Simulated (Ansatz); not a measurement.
# CH7B2N: basis-set convergence

How large a basis does CH7B2N need? Two functionals and correlated methods are run in growing sets.

The runs use Ansatz 0.2.0, Gaussian basis; one geometry, several basis sets.

Levels to be run: PBE0-D4/def2-SVP; ωB97M-V/def2-SVP; PBE0-D4/def2-QZVPP; ωB97M-V/def2-QZVPP; CCSD(T)/cc-pV(D+d)Z; CCSD(T)/cc-pV(T+d)Z; CCSD(T)/cc-pV(Q+d)Z; the functionals' def2-TZVPP values are taken from earlier runs.

## Step 1: Structure used throughout

An earlier PBE0-D4/def2-TZVP relaxation fixed the geometry.

SMILES `BN(B)C`, 11 atoms, charge 0, spin multiplicity 1.

Atoms are counted from 1 here; the program's logs count them from 0.

Bond lengths: B1–N2 1.418 Å, B1–H5 1.198 Å, B1–H6 1.193 Å, N2–B3 1.420 Å, N2–C4 1.464 Å, B3–H7 1.198 Å, B3–H8 1.192 Å, C4–H9 1.092 Å, C4–H10 1.089 Å, C4–H11 1.092 Å. Angles: N2–B1–H5 119.3°, N2–B1–H6 118.9°, H5–B1–H6 121.8°, B1–N2–B3 120.6°, B1–N2–C4 120.4°, B3–N2–C4 118.9°, N2–B3–H7 119.1°, N2–B3–H8 119.1°, H7–B3–H8 121.8°, N2–C4–H9 110.7°, N2–C4–H10 110.1°, N2–C4–H11 110.7°, H9–C4–H10 108.7°, H9–C4–H11 108.0°, H10–C4–H11 108.7°.

## Step 2: PBE0-D4 in def2-SVP

File in.yaml:

```yaml
crystal:
  periodic: [false, false, false]
  atoms:
    - {symbol: B, position_ang: [-0.785422, 1.274464, 0.007399]}
    - {symbol: N, position_ang: [-0.055215, 0.064416, 0.118400]}
    - {symbol: B, position_ang: [0.129562, -0.555420, 1.382799]}
    - {symbol: C, position_ang: [0.520479, -0.566133, -1.070418]}
    - {symbol: H, position_ang: [-0.927217, 1.777490, -1.070610]}
    - {symbol: H, position_ang: [-1.242857, 1.764419, 0.994067]}
    - {symbol: H, position_ang: [0.751564, -1.577706, 1.444977]}
    - {symbol: H, position_ang: [-0.338122, -0.044774, 2.353475]}
    - {symbol: H, position_ang: [1.603983, -0.655407, -0.972753]}
    - {symbol: H, position_ang: [0.297735, 0.029683, -1.954913]}
    - {symbol: H, position_ang: [0.110810, -1.568033, -1.211824]}
basis:
  gaussian: {orbitals: def2-SVP}
hamiltonian: {xc: pbe0, dispersion: d4}
output: {orbitals: {seedname: orbitals}}
```

The run is started by

```
ansatz run in.yaml --threads 2 --pin off --events-out ev --progress --plain --max-ram 22528MiB --backend cpu
```

Further steps of the session: ωB97M-V in def2-SVP; PBE0-D4 in def2-QZVPP; ωB97M-V in def2-QZVPP; CCSD(T) in cc-pV(D+d)Z; CCSD(T) in cc-pV(T+d)Z; CCSD(T) in cc-pV(Q+d)Z.

Before running them: what should the planned runs give, taken together? Wanted: MP2 correlation recovered, cc-pV(D+d)Z; MP2 correlation recovered, cc-pV(T+d)Z; MP2 correlation recovered, cc-pV(Q+d)Z; difference of two CCSD(T) limits: def2 sets; PBE0-D4: double and triple zeta above quadruple; ωB97M-V: double and triple zeta above quadruple.

The runs gave:

```
                                                                   quantity          value
                                     MP2 correlation recovered, cc-pV(D+d)Z         73.4 %
                                     MP2 correlation recovered, cc-pV(T+d)Z         90.1 %
                                     MP2 correlation recovered, cc-pV(Q+d)Z         95.9 %
difference of two CCSD(T) limits: def2 sets (earlier runs) less this series         22 meV
                            PBE0-D4: double and triple zeta above quadruple  4.62, 0.25 eV
                            ωB97M-V: double and triple zeta above quadruple  4.89, 0.24 eV
```

In words: For PBE0-D4 the step from double to triple zeta gains 4.37 eV and the next only 0.25 eV. In cc-pV(D+d)Z MP2 holds 73 % of its limit, in cc-pV(Q+d)Z 96 %, while Hartree-Fock is within 0.081 eV in the largest set. A limit from the def2 sets, made apart, differs by 22 meV, a least measure of the doubt on such a limit. These are total energies; as a rule much of such shifts cancels in differences, which this series doesn't test.
